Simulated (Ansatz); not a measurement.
**B: strong compression**

One table from this session's results is given with a row withheld; the runs are named, their logs left out.

Computed with Ansatz 0.2.0 (DFT, PBEsol, PAW with Ansatz's default frozen-core files, scalar-relativistic, unless a step's input says otherwise).

2 further runs of the same task are left out: 2 that didn't finish. Runs told in other sessions of the task aren't counted.

**The system as given**

Symmetry: Im-3m, No. 229, cubic system. Conventional cell: a = 2.351 Å, b = 2.351 Å, c = 2.351 Å, α = 90.00°, β = 90.00°, γ = 90.00°. Around B (site symmetry m-3m) lie 8 B at 2.04 Å.

As a file:

```xyz
1
Lattice="-1.1757 1.1757 1.1757 1.1757 -1.1757 1.1757 1.1757 1.1757 -1.1757" Properties=species:S:1:pos:R:3 pbc="T T T"
B     0.0000    0.0000    0.0000
```

Whether this phase is the stable one at these pressures isn't tested.

Set-up of the first run:

Input file input.yaml:

```yaml
crystal:
  lattice:
    - [-1.1756673439, 1.1756673439, 1.1756673439]
    - [1.1756673439, -1.1756673439, 1.1756673439]
    - [1.1756673439, 1.1756673439, -1.1756673439]
  atoms:
    - { symbol: B, position: [0.0, 0.0, 0.0] }
kpoints:
  mp_grid: { grid: [25, 25, 25] }
scf:
  occupations: { method: fermi_dirac, width: 0.08 }
hamiltonian:
  xc: pbesol
  pseudopotentials: { kind: paw }
output:
  forces: true
  stress: true
  write_density: true
  write_potential: true
  elf: true
  volumetric_format: npy
relax:
  f_tol: 0.005
  max_steps: 40
  cell: {}
```

Started as:

```console
> ansatz run input.yaml --threads 1 --pin off --max-ram 2048MiB --backend cpu --events-out ev --progress --plain --runs-dir out
```

Among the steps run: Cell relaxed at zero pressure, PAW; Volume scaled by 1, PAW; Volume scaled by 0.88, PAW; Volume scaled by 0.78, PAW; Volume scaled by 0.68, PAW; Volume scaled by 0.58, PAW; Volume scaled by 0.5, PAW; Volume scaled by 0.43, PAW.

One of the session's tables, all rows but one given; the rest of the session is left out.

```
method  volume over the first  volume (Å³/atom)  pressure (GPa)
   PAW                      1             6.062            0.00
   PAW                   0.88             5.335           39.68
   PAW                   0.78             4.728           96.02
   PAW                   0.68             4.122          190.68
   PAW                   0.58             3.516          356.58
   PAW                    0.5             3.031          585.79
   PAW                   0.43                 ?               ?
```

**Question.** Estimate the row for PAW, 0.43.

As computed: volume (Å³/atom): 2.607; pressure (GPa): 920.57. In the column «volume (Å³/atom)» it is the lowest.

Caveats from the session: At pressures up to 921 GPa the PAW spheres may overlap and frozen cores may not hold, so those PAW values are rough without an all-electron check.
